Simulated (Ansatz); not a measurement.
# RbCl3: the cost of one run

Method: DFT PBE, scalar-relativistic, plane waves, PAW, in Ansatz 0.2.0.

## Step 1: The starting structure

The structure is hexagonal, space group P6_3/m (No. 176). The conventional cell has a = 7.993 Å, b = 7.993 Å, c = 4.348 Å, α = 90.00°, β = 90.00°, γ = 120.00°. Rb (site symmetry -6) has 9 Cl at 3.03 to 3.17 Å as nearest neighbours. Cl (site symmetry m) is surrounded by 3 Rb at 3.03 to 3.17 Å.

As a file:

```
Rb Cl
1.0
     7.99281    0.00000    0.00000
    -3.99640    6.92197    0.00000
     0.00000    0.00000    4.34841
Rb Cl
2 6
Direct
  0.66667 0.33333 0.75000
  0.33333 0.66667 0.25000
  0.91206 0.61169 0.25000
  0.08794 0.38831 0.75000
  0.61169 0.69963 0.75000
  0.38831 0.30037 0.25000
  0.30037 0.91206 0.75000
  0.69963 0.08794 0.25000
```

A structure generator made this guess: species swapped into a database cell of CeBr3 (P6_3/m, No. 176), with Rb on the Ce sites and Cl on the Br sites. Its size is a rough estimate.

## Step 2: A first look at the guess

Contents of input.yaml:

```yaml
crystal:
  lattice:
    - [7.99280503, 0.0, 0.0]
    - [-3.99640252, 6.9219722, 0.0]
    - [0.0, 0.0, 4.34840653]
  atoms:
    - { symbol: Rb, position: [0.66666667, 0.33333333, 0.75] }
    - { symbol: Rb, position: [0.33333333, 0.66666667, 0.25] }
    - { symbol: Cl, position: [0.9120633, 0.61169028, 0.25] }
    - { symbol: Cl, position: [0.0879367, 0.38830972, 0.75] }
    - { symbol: Cl, position: [0.61169028, 0.69962698, 0.75] }
    - { symbol: Cl, position: [0.38830972, 0.30037302, 0.25] }
    - { symbol: Cl, position: [0.30037302, 0.9120633, 0.75] }
    - { symbol: Cl, position: [0.69962698, 0.0879367, 0.25] }
basis:
  ecutwfc: 420
kpoints:
  mp_grid: { grid: [3, 3, 4] }
hamiltonian:
  xc: pbe
scf:
  occupations: { method: gaussian, width: 0.1 }
  lower_state_search: "off"
output:
  forces: true
  stress: true
  eigenvalues: true
```

Command:

```
ansatz run input.yaml --threads 1 --pin off --max-ram 2560MiB --backend cpu --events-out ev --progress --plain --runs-dir out
```

What time and memory should one allow on 1 thread of Intel Xeon at 2.70GHz, shared host?

About 5.2 s, with a peak of 0.45 GiB.
